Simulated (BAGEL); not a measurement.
**Si2H5ClO (SMILES O[SiH2][SiH2]Cl) at HF/def2-SVP (density fitting with qzvpp-jkfit)**

Aim: the vertical ionisation energy of Si2H5ClO at HF/def2-SVP (density fitting with qzvpp-jkfit), from 2 runs. 

Program for the calculation: BAGEL 1.2.2.

1 further run of the same task is left out (it didn't finish).

### Step 1. Starting point

The species is Si2H5ClO (9 atoms), meant as a singlet with charge 0. As SMILES, `O[SiH2][SiH2]Cl`. The coordinates come from a PBE0-D4/def2-TZVP relaxation. This is one conformer, not always the lowest.

Bond lengths: O1–Si2 1.649 Å, Si2–Si3 2.349 Å, Si3–Cl4 2.078 Å, O1–H5 0.960 Å, Si2–H6 1.483 Å, Si2–H7 1.490 Å, Si3–H8 1.485 Å, Si3–H9 1.485 Å. Some angles: O1–Si2–Si3 108.5°, Si2–Si3–Cl4 104.0°, O1–Si2–H6 106.8°, O1–Si2–H7 112.2°, Si3–Si2–H6 112.3°, Si3–Si2–H7 108.1°, Si2–O1–H5 116.5°, Si2–Si3–H8 114.2°, Si2–Si3–H9 114.4°, Cl4–Si3–H8 107.0°.

### Step 2. The energy at HF/def2-SVP (density fitting with qzvpp-jkfit)

Contents of input.json:

```json
{ "bagel": [

{
  "title": "molecule",
  "basis": "svp",
  "df_basis": "qzvpp-jkfit",
  "angstrom": true,
  "geometry": [
    { "atom": "O", "xyz": [      -1.940600,       0.469000,      -0.094400 ] },
    { "atom": "Si", "xyz": [      -0.430800,       0.947000,       0.365300 ] },
    { "atom": "Si", "xyz": [       1.118900,      -0.645500,      -0.395400 ] },
    { "atom": "Cl", "xyz": [       0.206900,      -2.468800,       0.006900 ] },
    { "atom": "H", "xyz": [      -2.152000,      -0.459100,       0.028600 ] },
    { "atom": "H", "xyz": [      -0.204500,       2.284700,      -0.234700 ] },
    { "atom": "H", "xyz": [      -0.300400,       1.050600,       1.846400 ] },
    { "atom": "H", "xyz": [       1.369800,      -0.599200,      -1.858100 ] },
    { "atom": "H", "xyz": [       2.421200,      -0.625100,       0.318400 ] }
  ]
},

{
  "title": "hf"
},

{
  "title": "print",
  "file": "orbitals.molden",
  "orbitals": true
}

]}
```

The run is started by

```sh
$ BAGEL_NUM_THREADS=1 BAGEL input.json > input.out
```

Log:

```text
* using 1 threads per process

  ===============================================================
  ===============================================================

  *** Geometry ***

  { "atom" : "O", "xyz" : [     -3.667203,      0.886282,     -0.178390 ] },
  { "atom" : "Si", "xyz" : [     -0.814094,      1.789571,      0.690317 ] },
  { "atom" : "Si", "xyz" : [      2.114415,     -1.219818,     -0.747198 ] },
  { "atom" : "Cl", "xyz" : [      0.390984,     -4.665356,      0.013039 ] },
  { "atom" : "H", "xyz" : [     -4.066691,     -0.867573,      0.054046 ] },
  { "atom" : "H", "xyz" : [     -0.386449,      4.317457,     -0.443519 ] },
  { "atom" : "H", "xyz" : [     -0.567674,      1.985346,      3.489190 ] },
  { "atom" : "H", "xyz" : [      2.588547,     -1.132324,     -3.511300 ] },
  { "atom" : "H", "xyz" : [      4.575405,     -1.181268,      0.601689 ] },

  Number of auxiliary basis functions:      551

  Since a DF basis is specified, we compute 2- and 3-index integrals:
    o Being stored without compression. Storage requirement is 0.038 GB

  Number of basis functions:       93
  Number of electrons      :       58

    * METHOD: MOLECULE                             0.31

  *** RHF ***

  === Nuclear Repulsion ===
   273.9063606204

      * DIIS with orbital gradients will be used.

  === RHF iteration (svp) ===
      0      -1114.65027345          0.01603441           0.12
      1      -1114.76626733          0.01059429           0.11
      2      -1114.83079305          0.00119582           0.11
      3      -1114.83223444          0.00025477           0.14
      4      -1114.83229910          0.00005613           0.11
      5      -1114.83230252          0.00001014           0.11
      6      -1114.83230267          0.00000225           0.11
      7      -1114.83230268          0.00000063           0.11
      8      -1114.83230268          0.00000017           0.11
      9      -1114.83230268          0.00000005           0.11
     10      -1114.83230268          0.00000002           0.11
     11      -1114.83230268          0.00000001           0.11
    * SCF iteration converged.

    * Permanent dipole moment:
           (   -0.411415,    -0.177571,    -0.066272) a.u.

    * METHOD: HF                                   1.56

    * METHOD: PRINT                                0.01

  ===============================================================
```

Run time: 2.2 s. Hardware: 1 thread of Intel Xeon Platinum 8488C (Sapphire Rapids), shared host; peak memory 0.16 GiB.

### Step 3. The doublet cation, same level

Contents of hf.json:

```json
{ "bagel" : [

{
  "title" : "molecule",
  "basis" : "svp",
  "df_basis" : "qzvpp-jkfit",
  "angstrom" : true,
  "geometry" : [
    { "atom" : "O", "xyz" : [   -1.940600,    0.469000,   -0.094400 ] },
    { "atom" : "Si", "xyz" : [   -0.430800,    0.947000,    0.365300 ] },
    { "atom" : "Si", "xyz" : [    1.118900,   -0.645500,   -0.395400 ] },
    { "atom" : "Cl", "xyz" : [    0.206900,   -2.468800,    0.006900 ] },
    { "atom" : "H", "xyz" : [   -2.152000,   -0.459100,    0.028600 ] },
    { "atom" : "H", "xyz" : [   -0.204500,    2.284700,   -0.234700 ] },
    { "atom" : "H", "xyz" : [   -0.300400,    1.050600,    1.846400 ] },
    { "atom" : "H", "xyz" : [    1.369800,   -0.599200,   -1.858100 ] },
    { "atom" : "H", "xyz" : [    2.421200,   -0.625100,    0.318400 ] }
  ]
},
{
  "title" : "uhf",
  "charge" : 1,
  "nopen" : 1
},
{
  "title" : "print",
  "file" : "orbitals.molden",
  "orbitals" : true
}

]}
```

The run is started by

```sh
$ BAGEL_NUM_THREADS=1 BAGEL hf.json > hf.out
```

Log:

```text
* using 1 threads per process

  ===============================================================
  ===============================================================

  *** Geometry ***

  { "atom" : "O", "xyz" : [     -3.667203,      0.886282,     -0.178390 ] },
  { "atom" : "Si", "xyz" : [     -0.814094,      1.789571,      0.690317 ] },
  { "atom" : "Si", "xyz" : [      2.114415,     -1.219818,     -0.747198 ] },
  { "atom" : "Cl", "xyz" : [      0.390984,     -4.665356,      0.013039 ] },
  { "atom" : "H", "xyz" : [     -4.066691,     -0.867573,      0.054046 ] },
  { "atom" : "H", "xyz" : [     -0.386449,      4.317457,     -0.443519 ] },
  { "atom" : "H", "xyz" : [     -0.567674,      1.985346,      3.489190 ] },
  { "atom" : "H", "xyz" : [      2.588547,     -1.132324,     -3.511300 ] },
  { "atom" : "H", "xyz" : [      4.575405,     -1.181268,      0.601689 ] },

  Number of auxiliary basis functions:      551

  Since a DF basis is specified, we compute 2- and 3-index integrals:
    o Being stored without compression. Storage requirement is 0.038 GB

  Number of basis functions:       93
  Number of electrons      :       58

    * METHOD: MOLECULE                             0.31

  *** Open-shell HF ***

  === Nuclear Repulsion ===
   273.9063606204

      * DIIS with orbital gradients will be used.

  === UHF iteration (svp) ===
      0      -1114.23019681          0.03503234           0.23
      1      -1114.35899245          0.02672638           0.23
      2      -1114.41503028          0.01921796           0.23
      3      -1114.46891308          0.00118924           0.23
      4      -1114.46970563          0.00052998           0.23
      5      -1114.46991736          0.00021764           0.23
      6      -1114.46998255          0.00009292           0.26
      7      -1114.47000008          0.00003689           0.21
      8      -1114.47000372          0.00001669           0.21
      9      -1114.47000479          0.00000822           0.21
     10      -1114.47000507          0.00000453           0.21
     11      -1114.47000513          0.00000279           0.21
     12      -1114.47000516          0.00000156           0.23
     13      -1114.47000517          0.00000075           0.21
     14      -1114.47000517          0.00000042           0.21
     15      -1114.47000517          0.00000025           0.21
     16      -1114.47000517          0.00000015           0.22
     17      -1114.47000517          0.00000009           0.21
     18      -1114.47000517          0.00000006           0.21
     19      -1114.47000517          0.00000004           0.21
     20      -1114.47000517          0.00000002           0.21
     21      -1114.47000517          0.00000001           0.23
     22      -1114.47000517          0.00000001           0.25
    * SCF iteration converged.

    * S^2 (UHF) is 0.7648

    * Permanent dipole moment:
           (   -0.939629,    -0.992484,    -0.138523) a.u.

    * METHOD: UHF                                  5.31

    * METHOD: PRINT                                0.01

  ===============================================================
```

It took 6 s on 1 thread of Intel Xeon Platinum 8488C (Sapphire Rapids), shared host; peak memory 0.16 GiB.

### Step 4. Outcome

At HF/def2-SVP (density fitting with qzvpp-jkfit):

| quantity | value |
| --- | --- |
| singlet Si2H5ClO: total energy | -1114.83230 Eh |
| singlet Si2H5ClO: dipole moment | 1.15 D |
| singlet Si2H5ClO: HOMO energy | -10.81 eV |
| singlet Si2H5ClO: LUMO energy | 2.77 eV |
| singlet Si2H5ClO: HOMO–LUMO gap | 13.58 eV |
| doublet cation: total energy | -1114.47001 Eh |
| doublet cation: ⟨S²⟩ | 0.765 |
| vertical ionisation energy (to the doublet cation) | 9.859 eV |

In words: Removing an electron at fixed nuclei costs 9.86 eV (951 kJ/mol). The negative HOMO energy of the first species, 10.81 eV, lies 0.96 eV above that difference.
